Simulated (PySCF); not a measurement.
# TeO2Cl2: singlet, from a see-saw (ligand arrangement 2) start

The task is one start of a wider search on TeO2Cl2: the singlet, from a see-saw (ligand arrangement 2) start. It is relaxed, tested by its Hessian and followed downhill if it is a saddle.

Method: PBE0, basis Te def2-SVP with ECP28, O def2-SVP, Cl def2-SVP, scalar-relativistic core potentials, no spin–orbit coupling, density fitting; program: PySCF 2.14.0.

### Step 1. The starting structure

5 atoms, charge 0, spin multiplicity 1.

Bond lengths: Te1–O2 1.850 Å, Te1–O3 1.850 Å, Te1–Cl4 2.350 Å, Te1–Cl5 2.350 Å. Angles: O2–Te1–O3 86.9°, O2–Te1–Cl4 170.0°, O2–Te1–Cl5 86.9°, O3–Te1–Cl4 86.9°, O3–Te1–Cl5 104.0°, Cl4–Te1–Cl5 86.9°.

```xyz
5
charge 0 multiplicity 1
Te   -0.1787   -0.2260   -0.3388
O    -0.1787   -2.0690   -0.1776
O    -1.6365   -0.2260    0.8002
Cl   -0.1787    2.1151   -0.1340
Cl    1.6731   -0.2260    1.1080
```

### Step 2. Relaxation: see-saw (ligand arrangement 2) start, singlet

One driver script runs all steps and calls PySCF; scf.py shows how it sets up the SCF of each step. The optimiser is the driver's own. Before each start the driver seeks the lowest SCF state from one or more starting densities and follows internal instabilities, so scf.py alone need not reach the same state.

The program finds C1 symmetry in the start.

Contents of scf.py:

```python
from pyscf import gto, scf, dft
mol = gto.M(atom='''
Te    -0.178740    -0.225968    -0.338825
O     -0.178740    -2.068968    -0.177625
O     -1.636540    -0.225968     0.800175
Cl    -0.178740     2.115132    -0.134025
Cl     1.673060    -0.225968     1.107975''',
    basis={'Te': 'def2-SVP', 'O': 'def2-SVP', 'Cl': 'def2-SVP'},
    ecp={'Te': 'def2-SVP'},
    charge=0, spin=0)
mf = dft.RKS(mol, xc='PBE0')
mf.grids.atom_grid = (50, 194)
aux = {'Te': 'def2-universal-JKFIT', 'O': 'def2-universal-JKFIT', 'Cl': 'def2-universal-JKFIT'}
mf = mf.density_fit(auxbasis=aux)
mf.kernel()
```

Energy and gradient, step by step:

| step | energy (Eh) | change (kJ/mol) | largest gradient (Eh/bohr) |
| --- | --- | --- | --- |
| 0 | -1337.782052 | 0.00 | 0.03522 |
| 1 | -1337.801932 | -52.20 | 0.05344 |
| 2 | -1337.819896 | -99.36 | 0.07448 |
| 3 | -1337.829792 | -125.34 | 0.05235 |
| 4 | -1337.842408 | -158.47 | 0.05346 |
| 5 | -1337.856597 | -195.72 | 0.02806 |
| 6 | -1337.875168 | -244.48 | 0.03943 |
| 7 | -1337.881439 | -260.94 | 0.03549 |
| 8 | -1337.886026 | -272.98 | 0.01439 |
| 9 | -1337.886694 | -274.74 | 0.01094 |
| 10 | -1337.886928 | -275.35 | 0.00539 |
| 11 | -1337.886980 | -275.49 | 0.00116 |
| 12 | -1337.886985 | -275.50 | 0.00027 |
| 13 | -1337.886986 | -275.50 | 0.00016 |

The walk took 23 s on 4 threads, shared host.

It settles in C2v symmetry, 275.5 kJ/mol below the start, after 13 steps: Te–Cl 2.341 Å (×2), Te–O 1.799 Å (×2); Cl–Te–Cl 97.3°, Cl–Te–O 107.5° (×4), O–Te–O 125.7°.

### Step 3. Frequencies

The point is checked on the finer grid, and tightened if its gradient asks for it. The Hessian and the dipole derivatives come from central differences of analytic gradients, with steps of 0.01 bohr.

scf.py, as its differences from that of step 2:

```diff
@@ -3,5 +3,5 @@
-Te    -0.178740    -0.225968    -0.338825
-O     -0.178740    -2.068968    -0.177625
-O     -1.636540    -0.225968     0.800175
-Cl    -0.178740     2.115132    -0.134025
-Cl     1.673060    -0.225968     1.107975''',
+Te    -0.247171    -0.249615    -0.022908
+O     -0.006983    -1.532416    -1.260746
+O     -1.640961    -0.131820     1.108015
+Cl    -0.035967     1.817961    -1.099730
+Cl     1.710187    -0.127190     1.254897''',
@@ -12 +12 @@
-mf.grids.atom_grid = (50, 194)
+mf.grids.atom_grid = (75, 302)
```

This SCF starts from the last density.

SCF at the final geometry:

```text
init E= -1337.88697349025
  HOMO = -0.34952759486556  LUMO = -0.167091832696507  gap/eV = 4.96433
cycle= 1 E= -1337.88697348586  delta_E= 4.39e-09  |g|= 0.000149  |ddm|= 0.000169
  HOMO = -0.349520791461643  LUMO = -0.167088092353715  gap/eV = 4.96425
cycle= 2 E= -1337.88697344186  delta_E= 4.4e-08  |g|= 0.000472  |ddm|= 0.000507
  HOMO = -0.349523916981935  LUMO = -0.167089423008242  gap/eV = 4.96430
cycle= 3 E= -1337.88697349074  delta_E= -4.89e-08  |g|= 1.83e-05  |ddm|= 0.000385
  HOMO = -0.34952527365913  LUMO = -0.167090255270004  gap/eV = 4.96431
cycle= 4 E= -1337.88697349084  delta_E= -9.91e-11  |g|= 1.93e-06  |ddm|= 2.37e-05
  HOMO = -0.349524788386854  LUMO = -0.167090223273476  gap/eV = 4.96430
Extra cycle  E= -1337.88697349083  delta_E= 3.41e-12  |g|= 5e-06  |ddm|= 6.62e-06
converged SCF energy = -1337.88697349083
```

The whole step took 33 s.

Geometry: C2v; Te–Cl 2.341 Å (×2), Te–O 1.799 Å (×2); Cl–Te–Cl 97.4°, Cl–Te–O 107.5° (×4), O–Te–O 125.7°.

Harmonic modes (main isotopes):

```json
{"symmetry": "a2", "ω (cm⁻¹)": "91", "IR (km/mol)": "0.0", "μ (u)": "18.80", "type": "bend"}
{"symmetry": "a1", "ω (cm⁻¹)": "122", "IR (km/mol)": "0.2", "μ (u)": "34.50", "type": "bend"}
{"symmetry": "b2", "ω (cm⁻¹)": "178", "IR (km/mol)": "11.0", "μ (u)": "24.03", "type": "bend"}
{"symmetry": "b1", "ω (cm⁻¹)": "186", "IR (km/mol)": "40.5", "μ (u)": "19.67", "type": "bend"}
{"symmetry": "a1", "ω (cm⁻¹)": "234", "IR (km/mol)": "31.6", "μ (u)": "18.31", "type": "bend"}
{"symmetry": "b1", "ω (cm⁻¹)": "379", "IR (km/mol)": "77.7", "μ (u)": "42.85", "type": "stretch"}
{"symmetry": "a1", "ω (cm⁻¹)": "380", "IR (km/mol)": "46.6", "μ (u)": "39.70", "type": "stretch"}
{"symmetry": "a1", "ω (cm⁻¹)": "849", "IR (km/mol)": "30.7", "μ (u)": "16.79", "type": "stretch"}
{"symmetry": "b2", "ω (cm⁻¹)": "897", "IR (km/mol)": "40.7", "μ (u)": "18.78", "type": "stretch"}
```

No imaginary mode, so this is a minimum.

Properties at this point:

```yaml
Dipole_moment: 1.53 D
Highest_occupied_level: -9.51 eV
Lowest_empty_level: -4.55 eV
Rotational_constants: 0.06981, 0.05651, 0.04484 cm⁻¹
Zero-point_energy: 19.8 kJ/mol
Principal_polarisabilities: 49.1, 58.5, 64.2 bohr³
Atomisation_energy_without_zero-point_energy: 982 kJ/mol
Principal_traceless_quadrupole_moments_about_the_centre_of_mass: -7.61, 1.07, 6.55 D Å
Entropy_at_298.15_K_and_1_bar: 355.9 J/(mol K)
Heat_capacity_Cp_at_298.15_K: 89.8 J/(mol K)
Enthalpy_at_298.15_K_above_0_K: 20.19 kJ/mol
Rotational_symmetry_number: 2
```

Populations by atom (charges in e):

```
 atom  Mulliken  Löwdin  polar tensor  Mayer order to Te1
  Te1      1.31    1.05          2.05                   –
 O2,3     -0.48   -0.46         -0.57                1.64
Cl4,5     -0.18   -0.07         -0.46                0.90
```

Outer orbital energies (eV). occupied: -10.83, -10.61, -10.53, -10.34, -10.04, -9.90, -9.60, -9.51; empty: -4.55, -2.16, -1.36, 0.26.

Mulliken populations on Te1 (outside its core potential): s 3.45, p 8.53, d 10.70.

### Step 4. Outcome

```
                                 quantity                                                                                      value
                                  minimum                                                                               singlet, C2v
                                 geometry  Te–Cl 2.341 Å (×2), Te–O 1.799 Å (×2); Cl–Te–Cl 97.4°, Cl–Te–O 107.5° (×4), O–Te–O 125.7°
                       wavenumbers (cm⁻¹)    91 (a2), 122 (a1), 178 (b2), 186 (b1), 234 (a1), 379 (b1), 380 (a1), 849 (a1), 897 (b2)
                            dipole moment                                                                                     1.53 D
     highest occupied, lowest empty level                                                                            -9.51, -4.55 eV
               polar-tensor charge of Te1                                                                                    +2.05 e
                        zero-point energy                                                                                19.8 kJ/mol
                      entropy at 298.15 K                                                                            355.9 J/(mol K)
atomisation energy (no zero-point energy)                                                                                 982 kJ/mol
```

In words: From C1 at the start the molecule goes to a C2v minimum. The strongest infrared band lies at 379 cm⁻¹ (b1, stretch). Only this shape and spin were tried, so other structures or states may lie lower. Spin–orbit coupling is left out.

The search up to here took 58 s.
